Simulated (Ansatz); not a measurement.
# The cluster Cu5H6 (doublet): inputs that go wrong

Aim: try 1 input for the cluster Cu5H6 (doublet) as typed, read how each ends, and find what has to change.

The runs use Ansatz 0.2.0, Gaussian basis; the settings change from run to run.

9 further runs of the same task are left out: 5 that didn't finish, 4 set aside as unsound or not needed. Runs told in other sessions of the task aren't counted.

### 1 The molecule

The geometry comes from an earlier relaxation with r2SCAN-D4/def2-SVP; it is a stationary point, not always the lowest conformer.

11 atoms, charge 0, spin multiplicity 2.

Atoms are counted from 1 here; the program's logs count them from 0.

Bond lengths: Cu1–Cu2 2.328 Å, Cu1–Cu5 2.327 Å, Cu1–H7 1.596 Å, Cu1–H8 1.596 Å, Cu2–Cu3 2.342 Å, Cu2–Cu5 2.875 Å, Cu2–H7 1.682 Å, Cu2–H9 1.673 Å, Cu2–H10 1.763 Å, Cu3–Cu4 2.333 Å, Cu3–H6 1.636 Å, Cu3–H9 1.602 Å, Cu3–H10 1.886 Å, Cu4–Cu5 2.343 Å, Cu4–H6 1.638 Å, Cu4–H10 1.874 Å, Cu4–H11 1.603 Å, Cu5–H8 1.682 Å and more. Angles: Cu2–Cu1–Cu5 76.3°, Cu2–Cu1–H7 46.3°, Cu2–Cu1–H8 122.6°, Cu5–Cu1–H7 122.5°, Cu5–Cu1–H8 46.3°, H7–Cu1–H8 168.7°, Cu1–Cu2–Cu3 135.6°, Cu1–Cu2–Cu5 51.8°, Cu1–Cu2–H7 43.3°, Cu1–Cu2–H9 175.3°, Cu1–Cu2–H10 84.9°, Cu3–Cu2–Cu5 83.8°, Cu3–Cu2–H7 177.8°, Cu3–Cu2–H9 43.1°, Cu3–Cu2–H10 52.4°, Cu5–Cu2–H7 95.1°, Cu5–Cu2–H9 126.6°, Cu5–Cu2–H10 35.6° and more.

### 2 Input 1

in.yaml

```yaml
crystal:
  periodic: [false, false, false]
  atoms:
    - {symbol: Cu, position_ang: [-2.012795, -0.797671, 0.543415]}
    - {symbol: Cu, position_ang: [0.021985, -1.402068, 0.260398]}
    - {symbol: Cu, position_ang: [1.856382, -0.419054, -0.299057]}
    - {symbol: Cu, position_ang: [1.007812, 1.539250, -0.526545]}
    - {symbol: Cu, position_ang: [-1.014354, 1.018545, 0.007495]}
    - {symbol: H, position_ang: [2.383556, 0.941297, -0.670834]}
    - {symbol: H, position_ang: [-1.319372, -2.089941, 0.609679]}
    - {symbol: H, position_ang: [-2.456439, 0.591611, 0.370584]}
    - {symbol: H, position_ang: [1.465732, -1.821372, -0.067834]}
    - {symbol: H, position_ang: [0.349835, 0.185475, 0.313328]}
    - {symbol: H, position_ang: [-0.282343, 2.253918, -0.540620]}
basis:
  gaussian: {orbitals: def2-mTZVPP}
magnetization: {spin_polarized: true, initial_magnetization: 2}
hamiltonian: {xc: {name: r2SCANh}}
scf: {omitted_lower_state_checks: [starts]}
```

Run with:

```bash
$ ansatz run in.yaml --threads 4 --pin off --events-out ev --progress --plain --max-ram 4787MiB
```

**Question.** What will the summary of the whole plan be?

**Answer**, as computed:

| input | level | ended | cause | time |
| --- | --- | --- | --- | --- |
| 1 | r2SCANh/def2-mTZVPP | refused | the number of unpaired electrons doesn't fit the electron count | 0.05 s |

1 refused. A refusal costs next to no computing time.
